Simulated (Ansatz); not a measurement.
# BGe (quartet): from Hartree-Fock to the top rungs at distance Ge1–B2 = 2.379 Å, cc-pVDZ

Aim: climb from Hartree-Fock through coupled cluster and multireference methods for BGe (quartet) at one geometry and basis, and see what each rung misses.

Computed with Ansatz 0.2.0, Gaussian basis. Level: cc-pVDZ, core rule «outside noble gas», up to 15 orbitals frozen.

To be run: UHF; CCSD(T) on ROHF; CCSD(T) on UHF; BCCD(T) on ROHF; CISD; CCSDT(Q) on ROHF; CCSDT(Q) on UHF; CASSCF and MRCISD+Q, 5 electrons in 5 orbitals; CASSCF and NEVPT2, 5 electrons in 5 orbitals; CASSCF and MRCISD+Q, 7 electrons in 8 orbitals; CASSCF and MRCISD+Q(relaxed), 7 electrons in 8 orbitals; CASSCF and NEVPT2, 7 electrons in 8 orbitals; Full CI.

16 further runs of the same task are left out: 1 for a known fault of the program, 11 that didn't finish, 4 set aside as unsound or not needed.

## Step 1: What is computed

The geometry derives from a PBE0/def2-TZVP stationary point (not a proven minimum). One bond is set to the value named and the two fragments are kept rigid. No spin-orbit coupling is included. The filled d shell of Ge may be among the frozen orbitals whatever the setting's name suggests; the logs give the count.

2 atoms, charge 0, spin multiplicity 4.

Atoms are counted from 1 here; the program's logs count them from 0.

Bond lengths: Ge1–B2 2.379 Å.

## Step 2: UHF

The input, in.yaml:

```yaml
crystal:
  periodic: [false, false, false]
  atoms:
    - {symbol: Ge, position_ang: [0.000000, 0.000000, 0.000000]}
    - {symbol: B, position_ang: [0.000000, 0.000000, 2.379000]}
basis:
  gaussian: {orbitals: cc-pVDZ}
magnetization: {spin_polarized: true, initial_magnetization: 3}
hamiltonian: {xc: hf}
output: {orbitals: {seedname: orbitals}}
```

Run with:

```
$ ansatz run in.yaml --threads 1 --pin off --events-out ev --progress --plain --max-ram 2393MiB
```

After this run come: CCSD(T) on ROHF; CCSD(T) on UHF; BCCD(T) on ROHF; CISD; CCSDT(Q) on ROHF; CCSDT(Q) on UHF; CASSCF and MRCISD+Q, 5 electrons in 5 orbitals; CASSCF and NEVPT2, 5 electrons in 5 orbitals; CASSCF and MRCISD+Q, 7 electrons in 8 orbitals; CASSCF and MRCISD+Q(relaxed), 7 electrons in 8 orbitals; CASSCF and NEVPT2, 7 electrons in 8 orbitals; Full CI.

**Question.** What will the summary of the whole plan be? Wanted: FCI below the RHF energy; RMP2 from FCI; UMP2 from FCI; RCCSD from FCI; RCCSD(T) from FCI; UCCSD(T) from FCI; RCCSDT(Q) from FCI; UCCSDT(Q) from FCI; NEVPT2 pair from FCI.

As calculated:

| quantity | value |
| --- | --- |
| FCI below the RHF energy | -4.2630 eV |
| RMP2 from FCI | +28.26 kcal/mol |
| UMP2 from FCI | +29.46 kcal/mol |
| RCCSD from FCI | +6.98 kcal/mol |
| RCCSD(T) from FCI | +1.92 kcal/mol |
| UCCSD(T) from FCI | +1.70 kcal/mol |
| RCCSDT(Q) from FCI | +0.09 kcal/mol |
| UCCSDT(Q) from FCI | -0.21 kcal/mol |
| NEVPT2 pair from FCI | +26.42 kcal/mol |
| MRCISD+Q pair from FCI | +1.25 kcal/mol |
| NEVPT2 valence from FCI | +12.16 kcal/mol |
| levels within 1 kcal/mol (43 meV) | RCCSDT, UCCSDT, RCCSDT(Q), UCCSDT(Q), MRCISD+Q valence, MRCISD+Q(relaxed) valence |
| T1 diagnostic | 0.059 |
| effectively unpaired electrons | 3.12 |

What this shows: RCCSD(T) misses by +1.92 kcal/mol, 2.0 % of the correlation energy. UCCSDT(Q), MRCISD+Q valence, MRCISD+Q(relaxed) valence fall below full CI: unrestricted runs freeze a spin-polarised core, another one than full CI's, and coupled cluster isn't variational. The occupations are near whole numbers, but T1 = 0.059 shows that the orbitals relax strongly. Of the multireference levels listed MRCISD+Q valence comes nearest in total energy (-0.35 kcal/mol), which doesn't show that its space is the better one. These misses are within one basis, not against nature; the frozen cores of restricted and unrestricted runs differ, which can shift their rows.
